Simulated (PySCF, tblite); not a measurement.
# C₅H₆F₃O₂P: geometry, infrared bands and NMR shifts

What infrared bands and NMR shifts should C₅H₆F₃O₂P (`C=C(C)[P@@](=O)(O)C(F)=C(F)F`) show?

Programs: tblite 0.8.0 and PySCF 2.14.0, with density-fitted response routines of our own. Each step states its level of theory. These are calculated values for one molecule in the gas phase, unless marked as measured. Atoms are numbered from 0 throughout.

## 1. The starting structure

17 atoms, charge 0, multiplicity 1; geometry from: force field or distance geometry start.

Bonds of the start (Å): C0–C1 1.33, C1–C2 1.49, C1–P3 1.77, P3–O4 1.52, P3–O5 1.70, P3–C6 1.76, C6–F7 1.37, C6–C8 1.33, C8–F9 1.37, C8–F10 1.36, C0–H11 1.09, C0–H12 1.08, C2–H13 1.13, C2–H14 1.08, C2–H15 1.14, O5–H16 1.00.

## 2. Relaxing the molecule with GFN2-xTB

What the job is given:

```
{"job": {"kind": "relax", "xc": "GFN2-xTB", "basis": "xTB"}, "charge": 0, "multiplicity": 1}
C     -1.794700     0.093400    -1.270700
C     -1.041000    -0.062900    -0.185000
C     -1.444300    -1.144100     0.760400
P      0.366500     0.992700     0.041200
O      0.111900     2.252200    -0.762100
O      0.394000     1.524500     1.658500
C      1.892100     0.313900    -0.517500
F      2.496000     0.875200    -1.609900
C      2.537700    -0.714400     0.037200
F      3.717800    -1.136100    -0.508500
F      2.033400    -1.351200     1.132400
H     -2.663300    -0.554300    -1.398500
H     -1.533300     0.873400    -1.964300
H     -2.037800    -1.876800     0.141200
H     -0.644000    -1.680300     1.237700
H     -2.193100    -0.721600     1.506300
H     -0.204900     2.328400     1.691700
```

On the command line:

```console
> OMP_NUM_THREADS=1 python probes_run.py task.json out
```

The driver reads the jobs from task.json and runs them one after another.

**Question.** This job is followed by: GFN2-xTB harmonic vibrations, gas phase; GIAO PBE0/pcSseg-1 NMR shielding, non-relativistic, gas phase. What will the session give for the following? strongest single infrared mode (GFN2-xTB); zero-point energy (GFN2-xTB); 13C shifts against TMS (PBE0/pcSseg-1); 1H shifts against TMS (PBE0/pcSseg-1, means over atoms taken as alike); 31P shifts against H3PO4 (PBE0/pcSseg-1); 17O shifts against H2O (PBE0/pcSseg-1); 19F shifts against CFCl3 (PBE0/pcSseg-1); surface potential, 1st and 99th percentile.

**Answer**, as computed:

| quantity | value |
| --- | --- |
| strongest single infrared mode (GFN2-xTB) | 1752 cm⁻¹, 259 km/mol |
| zero-point energy (GFN2-xTB) | 66.6 kcal/mol |
| 13C shifts against TMS (PBE0/pcSseg-1) | 170.9, 145.2, 139.2, 138.4, 19.6 ppm |
| 1H shifts against TMS (PBE0/pcSseg-1, means over atoms taken as alike) | 6.52, 6.36, 3.22, 2.17 ppm |
| 31P shifts against H3PO4 (PBE0/pcSseg-1) | 15.3 ppm |
| 17O shifts against H2O (PBE0/pcSseg-1) | 144.9, 111.6 ppm |
| 19F shifts against CFCl3 (PBE0/pcSseg-1) | -86.4, -112.3, -212.1 ppm |
| surface potential, 1st and 99th percentile | -1.87 V and 2.42 V |

**Reading.** Relaxing lowered the energy by 1.312 eV in 217 steps; the close pair that moved most is P3–O5, from 1.703 to 1.604 Å. No mode is imaginary among the 45: a minimum at this level. The strongest single mode, at 1752 cm⁻¹, moves mainly C8 and C6. Unscaled tight-binding wavenumbers are off by several per cent, some by more. Its intensities can rank the bands wrongly. At PBE0/pcSseg-1: Shielding is most anisotropic at P3 (span 250 ppm, paramagnetic term -663 ppm). By nearest atom (PBE0/pcSseg-1), the HOMO sits on C6, C8 about 28 % each; O4 16 % and the LUMO on C0, C1 about 27 % each; P3 10 %.
